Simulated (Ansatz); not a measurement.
# TiAu: the cost of one run

Computed with Ansatz 0.2.0 (DFT r2SCAN, scalar-relativistic, plane waves, PAW, unless a step's input says otherwise).

### 1 The system as given

Symmetry: Pm-3m, No. 221, cubic system. Conventional cell: a = 3.254 Å, b = 3.254 Å, c = 3.254 Å, α = 90.00°, β = 90.00°, γ = 90.00°. Around Ti (site symmetry m-3m) lie 8 Au at 2.82 Å. Around Au (site symmetry m-3m) lie 8 Ti at 2.82 Å.

As a file:

```
Ti Au
1.0
     3.25400    0.00000    0.00000
     0.00000    3.25400    0.00000
     0.00000    0.00000    3.25400
Ti Au
1 1
Direct
  0.50000 0.50000 0.50000
  0.00000 0.00000 0.00000
```

The cell is taken as given, not relaxed at this level.

### 2 The undisturbed cell

Input file input.yaml:

```yaml
crystal:
  lattice:
    - [3.254, 0.0, 0.0]
    - [0.0, 3.254, 0.0]
    - [0.0, 0.0, 3.254]
  atoms:
    - { symbol: Ti, position: [0.5, 0.5, 0.5] }
    - { symbol: Au, position: [0.0, 0.0, 0.0] }
basis:
  ecutwfc: 500
kpoints:
  mp_grid: { grid: [14, 14, 14] }
hamiltonian:
  xc: r2scan
scf:
  occupations: { method: gaussian, width: 0.15 }
output:
  forces: true
  stress: true
  eigenvalues: true
  write_density: true
  write_potential: true
  elf: true
  volumetric_format: npy
```

The run is started by

```bash
$ ansatz run input.yaml --threads 1 --pin off --max-ram 2560MiB --backend cpu --events-out ev --progress --plain --runs-dir out
```

**Question.** How long does this run take on 1 thread of Arm Neoverse V2, shared host, and how much memory does it need?

About 11 s, with a peak of 0.41 GiB.
